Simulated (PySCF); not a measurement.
# C2H7ClSi (Ethylchlorosilane): the cost of one run

The runs use PySCF 2.14.0, with density-fitted response routines of our own; the level of theory stands in each step. All values are computed, except where a source is named. Atoms count from 0, in the outputs and in this text.

### 1 Starting geometry

11 atoms, charge 0, multiplicity 1; geometry from: GFN2-xTB. The atoms were then displaced at random by about 0.03 Å, so the start is not that level's minimum.

Bonds of the start (Å): C0–C1 1.43, C1–Si2 1.87, Si2–Cl3 2.15, C0–H4 1.17, C0–H5 1.11, C0–H6 1.07, C1–H7 1.10, C1–H8 1.11, Si2–H9 1.43, Si2–H10 1.51.

### 2 Relaxing the molecule at PBE0-D3(BJ)/def2-SVP

The job: settings as JSON, then the geometry in Å.

```
{"job": {"xc": "PBE0", "basis": "def2-SVP", "d3": "d3bj", "grid": 1, "shake": 0.03, "kind": "geom"}, "charge": 0, "multiplicity": 1}
C     -1.397850    -0.058930    -0.030650
C     -0.116750    -0.670040    -0.206740
Si     1.281700     0.501840     0.195390
Cl     3.186410    -0.467750    -0.047790
H     -1.542870     0.864480    -0.727480
H     -1.618450     0.367940     0.973330
H     -2.235720    -0.676140    -0.292900
H      0.045380    -0.999290    -1.242530
H     -0.071850    -1.528190     0.493590
H      1.330970     1.660620    -0.640970
H      1.247940     0.925300     1.645430
```

The run is started by

```
> OMP_NUM_THREADS=1 python probes_run.py task.json out
```

The driver reads the jobs from task.json and runs them one after another.

**Question.** How long does this first job take on 1 thread of Arm Neoverse V1, shared host, and how much memory does it need?

About 16 s, with a peak of 0.38 GiB.
